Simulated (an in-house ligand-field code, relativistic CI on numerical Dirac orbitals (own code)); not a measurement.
# d8 in a ligand field: terms against the cubic field

Aim: the terms of a d8 shell from Racah B and C and the field, by exact diagonalisation.

Program: an in-house ligand-field code version 1. Level of theory: parametric ligand-field model of a d^n configuration (Racah B and C, spin-orbit zeta, crystal field), exact diagonalisation. These are calculated values, not measurements, unless marked.

**1. The system**

| Quantity | Value |
| --- | --- |
| shell | d8 |
| set 1 (cm⁻¹) | B = 460, C = 1750, Oh, 10Dq = 15180 |
| set 2 (cm⁻¹) | B = 460, C = 1750, Oh, 10Dq = 16100 |
| set 3 (cm⁻¹) | B = 460, C = 1750, Oh, 10Dq = 17020 |
| set 4 (cm⁻¹) | B = 460, C = 1750, Oh, 10Dq = 17940 |
| set 5 (cm⁻¹) | B = 460, C = 1750, Oh, 10Dq = 18860 |
| set 6 (cm⁻¹) | B = 460, C = 1750, Oh, 10Dq = 19780 |
| set 7 (cm⁻¹) | B = 460, C = 1750, Oh, 10Dq = 20700 |
| set 8 (cm⁻¹) | B = 460, C = 1750, Oh, 10Dq = 21620 |

**2. Set 1**

Input settings:

```ini
n = 8
racah_B = 460  # cm-1
racah_C = 1750  # cm-1
zeta = 0  # cm-1
symmetry = Oh
field = {"10Dq": 15180}  # cm-1
```

**3. Set 2**

Input settings:

```ini
n = 8
racah_B = 460  # cm-1
racah_C = 1750  # cm-1
zeta = 0  # cm-1
symmetry = Oh
field = {"10Dq": 16100}  # cm-1
```

**4. Set 3**

Input settings:

```ini
n = 8
racah_B = 460  # cm-1
racah_C = 1750  # cm-1
zeta = 0  # cm-1
symmetry = Oh
field = {"10Dq": 17020}  # cm-1
```

**5. Set 4**

Input settings:

```ini
n = 8
racah_B = 460  # cm-1
racah_C = 1750  # cm-1
zeta = 0  # cm-1
symmetry = Oh
field = {"10Dq": 17940}  # cm-1
```

**6. Set 5**

Input settings:

```ini
n = 8
racah_B = 460  # cm-1
racah_C = 1750  # cm-1
zeta = 0  # cm-1
symmetry = Oh
field = {"10Dq": 18860}  # cm-1
```

**7. Set 6**

Input settings:

```ini
n = 8
racah_B = 460  # cm-1
racah_C = 1750  # cm-1
zeta = 0  # cm-1
symmetry = Oh
field = {"10Dq": 19780}  # cm-1
```

**8. Set 7**

Input settings:

```ini
n = 8
racah_B = 460  # cm-1
racah_C = 1750  # cm-1
zeta = 0  # cm-1
symmetry = Oh
field = {"10Dq": 20700}  # cm-1
```

**9. Set 8**

Input settings:

```ini
n = 8
racah_B = 460  # cm-1
racah_C = 1750  # cm-1
zeta = 0  # cm-1
symmetry = Oh
field = {"10Dq": 21620}  # cm-1
```

(Steps that only read results are left out.)

**Question.** What will these runs give? Wanted: lowest terms.

As calculated:

| set | 10Dq/B (size) | lowest | S | electrons in z² and x²-y² | first level of the same spin (cm⁻¹) |
| --- | --- | --- | --- | --- | --- |
| 1: Oh | 33.0 | 3A2 | 1.00 | 2.00 | 3T2 15180 |
| 2: Oh | 35.0 | 3A2 | 1.00 | 2.00 | 3T2 16100 |
| 3: Oh | 37.0 | 3A2 | 1.00 | 2.00 | 3T2 17020 |
| 4: Oh | 39.0 | 3A2 | 1.00 | 2.00 | 3T2 17940 |
| 5: Oh | 41.0 | 3A2 | 1.00 | 2.00 | 3T2 18860 |
| 6: Oh | 43.0 | 3A2 | 1.00 | 2.00 | 3T2 19780 |
| 7: Oh | 45.0 | 3A2 | 1.00 | 2.00 | 3T2 20700 |
| 8: Oh | 47.0 | 3A2 | 1.00 | 2.00 | 3T2 21620 |

| quantity | value |
| --- | --- |
| lowest terms | 1: 3A2, 2: 3A2, 3: 3A2, 4: 3A2, 5: 3A2, 6: 3A2, 7: 3A2, 8: 3A2 |

What this shows: The lowest term stays 3A2 over this range. B, C and the field are free parameters here, not those of a compound.
